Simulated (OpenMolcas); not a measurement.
# Sc⁺: CASSCF and CASPT2 terms and fine-structure levels

Aim: the low terms and levels of Sc⁺, with their order and spacing, then second-order correlation under several settings.

The numbers are computed with OpenMolcas 26.06 (state-averaged CASSCF and CASPT2, spin-orbit coupling by RASSI with atomic mean-field integrals), except any that are marked as measured or tabulated.

**1. The system**

```
Species                           : Sc⁺ (scandium, Z = 21, 20 electrons)
Basis                             : ANO-RCC-VTZP [6s5p3d2f1g], 59 functions
Scalar Hamiltonian                : DKH4, point nucleus
Inactive shells                   : 1s 2s 2p 3s 3p
Active space                      : 2 electrons in 6 orbitals (3d 4s)
Some configurations of this space : 4s², 3d 4s, 3d²
Orbitals                          : optimised for the ground-state spin in each parity, averaged over the low roots
```

The outer shells:

4s2
```
4s [↑↓]
```

3d 4s
```
3d [↑ ][  ][  ][  ][  ]
4s [↑ ]
```

3d2
```
3d [↑ ][↑ ][  ][  ][  ]
```

Each step is its own input file, run in one work folder so that later steps find the files of earlier ones. Labels, J, g values, rates, χT and fits are worked out afterwards by a script from the matrices that RASSI stores.

**2. GATEWAY and SEWARD: basis and integrals**

Input file a.inp:

```
&GATEWAY
Coord
1

Sc 0.0 0.0 0.0
Basis=ANO-RCC-VTZP
Group=XYZ
NoMove
AngMom=0.0 0.0 0.0
AMFI
&SEWARD
Relativistic=R04O02
```

Launch:

```console
$ OMP_NUM_THREADS=1 MOLCAS_MEM=2252 MOLCAS_PROJECT=a pymolcas a.inp > a.log
```

**3. Reference wave functions, triplets of even parity, 15 roots**

Input file a.inp:

```
&RASSCF
FileOrb=start.orb
Symmetry=1
Spin=3
nActEl=2 0 0
Inactive=3 6
Ras2=6 0
CIRoot=15 15 1
SDav=15
CIMx=300
Iter=120 100
PrWF=0.3
OrbListing=Nothing
MaxOrb=0
Atom
>>> COPY $Project.JobIph JOB001
```

start.orb holds the contracted functions of the basis, ordered by shell, or the orbitals of the step before.

**4. Reference wave functions, singlets of even parity, 21 roots**

Input file a.inp:

```
&RASSCF
FileOrb=start.orb
Symmetry=1
Spin=1
nActEl=2 0 0
Inactive=3 6
Ras2=6 0
CIRoot=21 21 1
SDav=21
CIMx=300
Iter=120 100
PrWF=0.3
OrbListing=Nothing
MaxOrb=0
Atom
CIOnly
>>> COPY $Project.JobIph JOB002
```

**5. State interaction with spin-orbit coupling**

Input file a.inp:

```
&RASSI
NrOfJobIphs=2 15 20
1 2 3 4 5 6 7 8 9 10 11 12 13 14 15
1 2 3 4 5 6 7 8 9 10 11 12 13 14 15 16 17 18 19 20
IphNames
JOB001
JOB002
EJob
SpinOrbit
DIPRint=1.0
SOCoupling=1000.0
Subsets=2
MEES
Property=10
'ANGMOM' 1 'ANGMOM' 2 'ANGMOM' 3 'MLTPL  1' 1 'MLTPL  1' 2 'MLTPL  1' 3
'AMFI' 1 'AMFI' 2 'AMFI' 3 'MLTPL  2' 6
SOProperty=3
'ANGMOM' 1 'ANGMOM' 2 'ANGMOM' 3
```

**6. CASPT2: IPEA 0.15, imaginary shift 0.2 (closed shells correlated: none)**

Input file a.inp:

```
>>> COPY JOB001 $Project.JobIph
&CASPT2
Multistate=15 1 2 3 4 5 6 7 8 9 10 11 12 13 14 15
NoMult
Frozen=3 6
IPEA=0.15
Imaginary=0.2
MaxIter=60
WThr=0.0 0.3 0.05
PrWF=0.5
NoMix
>>> COPY JOB002 $Project.JobIph
&CASPT2
Multistate=20 1 2 3 4 5 6 7 8 9 10 11 12 13 14 15 16 17 18 19 20
NoMult
Frozen=3 6
IPEA=0.15
Imaginary=0.2
MaxIter=60
WThr=0.0 0.3 0.05
PrWF=0.5
NoMix
```

**7. CASPT2: IPEA 0.3, sigma1 regulariser 0.5 (closed shells correlated: none)**

Input file a.inp:

```
>>> COPY JOB001 $Project.JobIph
&CASPT2
Multistate=15 1 2 3 4 5 6 7 8 9 10 11 12 13 14 15
Frozen=3 6
IPEA=0.3
Sig1=0.5
MaxIter=60
WThr=0.0 0.3 0.05
PrWF=0.5
NoMix
>>> COPY JOB002 $Project.JobIph
&CASPT2
Multistate=20 1 2 3 4 5 6 7 8 9 10 11 12 13 14 15 16 17 18 19 20
Frozen=3 6
IPEA=0.3
Sig1=0.5
MaxIter=60
WThr=0.0 0.3 0.05
PrWF=0.5
NoMix
```

**8. CASPT2: IPEA 0.6, sigma2 regulariser 0.1 (closed shells correlated: 2s 2p 3s 3p)**

Input file a.inp:

```
>>> COPY JOB001 $Project.JobIph
&CASPT2
Multistate=15 1 2 3 4 5 6 7 8 9 10 11 12 13 14 15
Frozen=1 0
IPEA=0.6
Sig2=0.1
MaxIter=60
WThr=0.0 0.3 0.05
PrWF=0.5
NoMix
>>> COPY JOB002 $Project.JobIph
&CASPT2
Multistate=20 1 2 3 4 5 6 7 8 9 10 11 12 13 14 15 16 17 18 19 20
Frozen=1 0
IPEA=0.6
Sig2=0.1
MaxIter=60
WThr=0.0 0.3 0.05
PrWF=0.5
NoMix
```

(Steps that only read results are left out.)

What does the calculation give? Wanted: lowest level; first excited level; lowest level of another term; spin-orbit lowering of the lowest level; strongest of the lines computed, by gA.

The runs gave:

```
                                                                                   quantity                                                                       value
                                                                                     method  SS-CASPT2, IPEA 0.15, imaginary shift 0.2 (closed shells correlated: none)
                                                                               lowest level                                    3d 4s ³D₁, 100 % of that term, g = 0.499
                                                                ground level listed by NIST                                                                         3D1
                                                                        first excited level                                                      3d 4s ³D₂ at 0.0075 eV
                                                               lowest level of another term                                                      3d 4s ¹D₂ at 0.2410 eV
                                                    spin-orbit lowering of the lowest level                                                                   0.0118 eV
strongest of the lines computed, by gA (one parity, so forbidden lines), at CASSCF energies                             3d² ¹G₄ → 3d 4s ¹D₂, 712.1 nm, A = 6.48e-01 s⁻¹
```

What each method costs and misses:

```tsv
method	time of its own steps	time with the reference	mean absolute difference from the measured levels (cm-1)
A. CASSCF	7.2 s	7.2 s	2400
B. SS-CASPT2, IPEA 0.15, imaginary shift 0.2, +none	1.6 s	8.7 s	1700
C. SS-CASPT2, IPEA 0.3, sigma1 regulariser 0.5, +none	2.4 s	9.5 s	1600
D. SS-CASPT2, IPEA 0.6, sigma2 regulariser 0.1, +2s 2p 3s 3p	6.7 s	14 s	870
```

Times are of one thread on a shared host.

What this shows: The multiplet ³D is regular; its intervals divided by the larger J differ by 7 % of their mean, where Landé's rule for pure LS coupling makes them equal. Method D lies closest to the measured levels (870 cm⁻¹ on average) and A farthest (2400). Only the configurations of the active space and the roots asked for are present. The singlets rest on orbitals optimised for another spin in at least one step, which raises them against the optimised states. Not all states of the active space went into the spin-orbit step. CASPT2 does not keep the components of a term degenerate, and the means are used. Configurations with different d counts are hard to place against each other, and can be off by thousands to tens of thousands of cm-1. Levels of other configurations are missing from the list.
